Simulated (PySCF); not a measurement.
# MoOF₂: triplet, from a trigonal pyramidal start

Where does triplet MoOF₂ go from a trigonal pyramidal start, is the end point a minimum, and what are its modes, charges and moments?

The runs use PySCF 2.14.0; PBE0, basis Mo def2-TZVP with ECP28, O def2-TZVP, F def2-TZVP, scalar-relativistic core potentials, no spin–orbit coupling, density fitting.

## 1. Starting geometry

4 atoms, charge 0, spin multiplicity 3.

Bond lengths: Mo1–O2 1.780 Å, Mo1–F3 2.020 Å, Mo1–F4 2.020 Å. Angles: O2–Mo1–F3 99.8°, O2–Mo1–F4 99.8°, F3–Mo1–F4 99.8°.

Z-matrix (Å, degrees; charge 0 multiplicity 3):
```
Mo
O  1 1.7800
F  1 2.0200 2 99.75
F  1 2.0200 2 99.75 3 -101.77
```

## 2. The SCF at the typed geometry

One driver script runs all steps and calls PySCF; scf.py shows how it sets up the SCF of each step. The optimiser is the driver's own. After this first run the driver tries any further starts and a stability analysis.

Input file scf.py:

```python
from pyscf import gto, scf, dft
mol = gto.M(atom='''
Mo     0.000000    -0.330270     0.000000
O      1.693280     0.218620    -0.000000
F     -0.712790     0.758990    -1.544640
F     -0.712790     0.758970     1.544620''',
    basis={'Mo': 'def2-TZVP', 'O': 'def2-TZVP', 'F': 'def2-TZVP'},
    ecp={'Mo': 'def2-TZVP'},
    charge=0, spin=2)
mf = dft.UKS(mol, xc='PBE0')
mf.grids.atom_grid = (50, 194)
aux = {'Mo': 'def2-universal-JKFIT', 'O': 'def2-universal-JKFIT', 'F': 'def2-universal-JKFIT'}
mf = mf.density_fit(auxbasis=aux)
mf.conv_tol = 1e-08
mf.diis_space = 10
mf.max_cycle = 60
mf.init_guess = 'minao'
mf.verbose = 4
mf.kernel()
```

Launch:

```sh
> OMP_NUM_THREADS=4 python axn.py task.json out
```

The log of the run:

```text
init E= -336.218987342818
[... the frontier-level lines of each cycle are left out ...]
cycle= 1 E= -342.592278568018  delta_E= -6.37  |g|= 1.01  |ddm|= 2.62
cycle= 2 E= -334.207395873018  delta_E= 8.38  |g|=  4.3  |ddm|=  2.6
cycle= 3 E= -342.931571610073  delta_E= -8.72  |g|= 0.399  |ddm|= 2.31
cycle= 4 E= -342.85658969518  delta_E= 0.075  |g|=  0.6  |ddm|= 0.451
cycle= 5 E= -342.983388850869  delta_E= -0.127  |g|= 0.129  |ddm|= 0.28
cycle= 6 E= -342.988178945252  delta_E= -0.00479  |g|= 0.0797  |ddm|= 0.089
cycle= 7 E= -342.990814320087  delta_E= -0.00264  |g|= 0.0204  |ddm|= 0.0395
cycle= 8 E= -342.991172988001  delta_E= -0.000359  |g|= 0.00601  |ddm|= 0.0264
cycle= 9 E= -342.991343357969  delta_E= -0.00017  |g|= 0.00355  |ddm|= 0.0263
cycle= 10 E= -342.991445674039  delta_E= -0.000102  |g|= 0.00403  |ddm|= 0.0325
cycle= 11 E= -342.99145656003  delta_E= -1.09e-05  |g|= 0.00237  |ddm|= 0.00629
cycle= 12 E= -342.99146248288  delta_E= -5.92e-06  |g|= 0.000518  |ddm|= 0.0046
cycle= 13 E= -342.991463495682  delta_E= -1.01e-06  |g|= 0.000243  |ddm|= 0.00228
cycle= 14 E= -342.991463707413  delta_E= -2.12e-07  |g|= 0.000156  |ddm|= 0.000896
cycle= 15 E= -342.99146379896  delta_E= -9.15e-08  |g|= 7.47e-05  |ddm|= 0.000654
cycle= 16 E= -342.991463843671  delta_E= -4.47e-08  |g|= 5.47e-05  |ddm|= 0.00054
cycle= 17 E= -342.991463858449  delta_E= -1.48e-08  |g|= 2.19e-05  |ddm|= 0.000391
cycle= 18 E= -342.991463859813  delta_E= -1.36e-09  |g|= 1.37e-05  |ddm|= 0.000112
Extra cycle  E= -342.991463859792  delta_E= 2.05e-11  |g|= 2.99e-05  |ddm|= 3.27e-05
converged SCF energy = -342.991463859792  <S^2> = 2.0540406  2S+1 = 3.0358133
```

This step, with its further starts and checks, took 20 s on 4 threads of Arm Neoverse V1, shared host.

Energies from each starting density:

```tsv
start	energy (Eh)
the minimal-basis guess	-342.991464
a thermally smeared density	-342.991464
a smeared PBE density	-342.991464
```

The test of internal stability and the other starts found no lower solution of this spin.

## 3. Relaxing the triplet from the trigonal pyramidal start

The program finds Cs symmetry in the start, which this walk keeps. The walk stops when the largest gradient is under 0.0003 Eh/bohr and the energy has settled too.

scf.py: that of step 2 with these lines changed.

```diff
@@ -3,4 +3,4 @@
-Mo     0.000000    -0.330270     0.000000
-O      1.693280     0.218620    -0.000000
-F     -0.712790     0.758990    -1.544640
-F     -0.712790     0.758970     1.544620''',
+Mo    -0.000001    -0.330273    -0.000001
+O      1.693279     0.218617     0.000004
+F     -0.712788     0.758983    -1.544629
+F     -0.712794     0.758972     1.544631''',
@@ -17 +16,0 @@
-mf.init_guess = 'minao'
```

Steps of the walk:

```tsv
step	energy (Eh)	change (kJ/mol)	largest symmetric gradient (Eh/bohr)
0	-342.991464	0.00	0.14432
1	-343.050506	-155.02	0.05663
2	-343.067360	-199.27	0.05399
3	-343.074654	-218.41	0.01511
4	-343.076589	-223.50	0.02410
5	-343.077835	-226.77	0.00317
6	-343.077876	-226.88	0.00157
7	-343.077879	-226.88	0.00036
8	-343.077879	-226.88	0.00003
```

The walk took 28 s.

Geometry (Å) and forces (eV/Å) at some steps:

```
step 0
Mo   0.000  -0.330   0.000   4.042   7.421   0.000
O    1.693   0.219   0.000  -4.862  -2.929   0.000
F   -0.713   0.759  -1.545   0.410  -2.246   1.994
F   -0.713   0.759   1.545   0.410  -2.246  -1.995
step 1
Mo   0.055  -0.130   0.000  -0.368   2.912   0.000
O    1.674   0.139   0.000   0.518  -0.936   0.000
F   -0.731   0.699  -1.527  -0.075  -0.988   0.600
F   -0.731   0.699   1.527  -0.075  -0.988  -0.600
step 4
Mo   0.145   0.292   0.000   0.482   0.122   0.000
O    1.782  -0.050   0.000  -1.240   0.200   0.000
F   -0.830   0.583  -1.598   0.379  -0.161   0.600
F   -0.830   0.583   1.598   0.379  -0.161  -0.600
step 8
Mo   0.145   0.325   0.000   0.001   0.000   0.000
O    1.753  -0.056   0.000  -0.002  -0.010   0.000
F   -0.815   0.568  -1.585   0.000   0.005  -0.001
F   -0.815   0.568   1.585   0.000   0.005   0.001
```

End point (C2v, 8 steps, 226.9 kJ/mol gained): Mo–F 1.869 Å (×2), Mo–O 1.652 Å; F–Mo–F 116.0°, F–Mo–O 122.0° (×2).

## 4. Hessian and properties

The point is checked on the finer grid, and tightened if its gradient asks for it. The Hessian and the dipole derivatives come from central differences of analytic gradients, with steps of 0.02 bohr.

scf.py: that of step 3 with these lines changed.

```diff
@@ -3,4 +3,4 @@
-Mo    -0.000001    -0.330273    -0.000001
-O      1.693279     0.218617     0.000004
-F     -0.712788     0.758983    -1.544629
-F     -0.712794     0.758972     1.544631''',
+Mo     0.070240    -0.017088     0.000000
+O      1.675346    -0.407583     0.000002
+F     -0.889263     0.216349    -1.587728
+F     -0.889269     0.216338     1.587726''',
@@ -11 +11 @@
-mf.grids.atom_grid = (50, 194)
+mf.grids.atom_grid = (75, 302)
@@ -14 +14 @@
-mf.conv_tol = 1e-08
+mf.conv_tol = 1e-10
```

The driver hands on the density of the step before, so the log starts near convergence.

Log of the central SCF (cycles and frontier levels):

```text
init E= -343.077604670301
[... the frontier-level lines of each cycle are left out ...]
cycle= 1 E= -343.077604670299  delta_E= 1.82e-12  |g|= 2.4e-06  |ddm|= 2.03e-06
Extra cycle  E= -343.077604670281  delta_E= 1.8e-11  |g|= 7.49e-06  |ddm|= 4.2e-06
converged SCF energy = -343.077604670281  <S^2> = 2.0192672  2S+1 = 3.0128174
```

The whole step took 78 s.

Geometry: C2v; Mo–F 1.870 Å (×2), Mo–O 1.652 Å; F–Mo–F 116.2°, F–Mo–O 121.9° (×2).

Modes, for the most abundant isotopes:

```
symmetry  ω (cm⁻¹)  IR (km/mol)     type
      b1       154         24.8     bend
      a1       169          8.6     bend
      b2       212         16.3     bend
      a1       664         91.2  stretch
      b2       676          204  stretch
      a1      1081          180  stretch
```

All wavenumbers are real: a minimum.

Constants and moments:

```
Dipole moment                                                   : 0.11 D
Highest occupied level                                          : -7.58 eV
Lowest empty level                                              : -3.35 eV
Rotational constants                                            : 0.211, 0.176, 0.09596 cm⁻¹
Zero-point energy                                               : 17.7 kJ/mol
Principal polarisabilities                                      : 31.4, 34.1, 40.6 bohr³
Atomisation energy without zero-point energy                    : 1581 kJ/mol
Principal traceless quadrupole moments about the centre of mass : -4.92, -3.45, 8.37 D Å
Entropy at 298.15 K and 1 bar (electronic part: spin only)      : 314.9 J/(mol K)
Heat capacity Cp at 298.15 K                                    : 65.4 J/(mol K)
Enthalpy at 298.15 K above 0 K                                  : 15.34 kJ/mol
Rotational symmetry number                                      : 2
Spin squared ⟨S²⟩                                               : 2.019
```

Charges (e) and bond orders:

```
atom  Mulliken  Löwdin  polar tensor  spin (Mulliken)  Mayer order to Mo1
 Mo1      1.51    0.84          2.12             2.09                   –
  O2     -0.52   -0.25         -0.74            -0.15                2.08
F3,4     -0.49   -0.30         -0.69             0.03                0.79
```

Mulliken populations on Mo1 (outside its core potential): s 2.31, p 6.18, d 3.93, f 0.07.

## 5. What came out

| quantity | value |
| --- | --- |
| minimum | triplet, C2v |
| geometry | Mo–F 1.870 Å (×2), Mo–O 1.652 Å; F–Mo–F 116.2°, F–Mo–O 121.9° (×2) |
| wavenumbers (cm⁻¹) | 154 (b1), 169 (a1), 212 (b2), 664 (a1), 676 (b2), 1081 (a1) |
| dipole moment | 0.11 D |
| highest occupied, lowest empty level (either spin) | -7.58, -3.35 eV |
| polar-tensor charge of Mo1 | +2.12 e |
| zero-point energy | 17.7 kJ/mol |
| entropy at 298.15 K | 314.9 J/(mol K) |
| atomisation energy (no zero-point energy) | 1581 kJ/mol |
| ⟨S²⟩ | 2.019 |

In words: From Cs at the start the molecule goes to a C2v minimum. In the infrared the band at 676 cm⁻¹ (b2, stretch) leads. Most of the spin sits on Mo1 (Mulliken spin 2.09, against 2 for the whole molecule). Other starts or spin states, not run here, may lie lower. One determinant may miss the lowest occupation of an open d or f shell.

The search up to here took 2.1 min.
